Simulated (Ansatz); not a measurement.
# Hf12H: the cost of one run

Program: Ansatz 0.2.0. Level of theory: DFT LDA, plane waves, PAW, scalar-relativistic, no spin polarisation. These are calculated values, not measurements.

### 1 The starting structure

The cell holds 13 atoms (HHf12): a = 6.400 Å, b = 9.600 Å, c = 5.062 Å, α = 90.00°, β = 90.00°, γ = 120.00°.

Coordinates:

```
CELL_PARAMETERS angstrom
6.40000 0.00000 0.00000
-4.80000 8.31384 0.00000
0.00000 0.00000 5.06240
ATOMIC_POSITIONS crystal
Hf 0.00000 0.00000 0.00000
Hf 0.16667 0.22222 0.50000
Hf 0.00000 0.33333 0.00000
Hf 0.16667 0.55556 0.50000
Hf 0.00000 0.66667 0.00000
Hf 0.16667 0.88889 0.50000
Hf 0.50000 0.00000 0.00000
Hf 0.66667 0.22222 0.50000
Hf 0.50000 0.33333 0.00000
Hf 0.66667 0.55556 0.50000
Hf 0.50000 0.66667 0.00000
Hf 0.66667 0.88889 0.50000
H 0.32742 0.77577 0.76429
```

### 2 Relaxing the start

input.yaml reads:

```yaml
crystal:
  lattice:
    - [6.4, 0.0, 0.0]
    - [-4.8, 8.313844, 0.0]
    - [0.0, 0.0, 5.0624]
  atoms:
    - { symbol: Hf, position: [0.0, 0.0, 0.0] }
    - { symbol: Hf, position: [0.1666667, 0.2222222, 0.5] }
    - { symbol: Hf, position: [0.0, 0.3333333, 0.0] }
    - { symbol: Hf, position: [0.1666667, 0.5555556, 0.5] }
    - { symbol: Hf, position: [0.0, 0.6666667, 0.0] }
    - { symbol: Hf, position: [0.1666667, 0.8888889, 0.5] }
    - { symbol: Hf, position: [0.5, 0.0, 0.0] }
    - { symbol: Hf, position: [0.6666667, 0.2222222, 0.5] }
    - { symbol: Hf, position: [0.5, 0.3333333, 0.0] }
    - { symbol: Hf, position: [0.6666667, 0.5555556, 0.5] }
    - { symbol: Hf, position: [0.5, 0.6666667, 0.0] }
    - { symbol: Hf, position: [0.6666667, 0.8888889, 0.5] }
    - { symbol: H, position: [0.3274202, 0.775768, 0.7642859] }
basis:
  ecutwfc: 420.0
kpoints:
  mp_grid: { grid: [3, 2, 3] }
hamiltonian:
  xc: lda
scf:
  occupations: { method: fermi_dirac, width: 0.05 }
  lower_state_search: "off"
relax:
  f_tol: 0.08
  max_steps: 25
  adjacent_minimum: "off"
output:
  write_density: true
  write_potential: true
  elf: true
  volumetric_format: npy
```

Run with:

```sh
$ ansatz run input.yaml --threads 4 --pin off --max-ram 10240MiB --backend cpu --events-out ev --progress --plain --runs-dir out
```

**Question.** How long does this run take on 4 threads of Arm Neoverse V2, shared host, and how much memory does it need?

About 89 s, with a peak of 1.6 GiB.
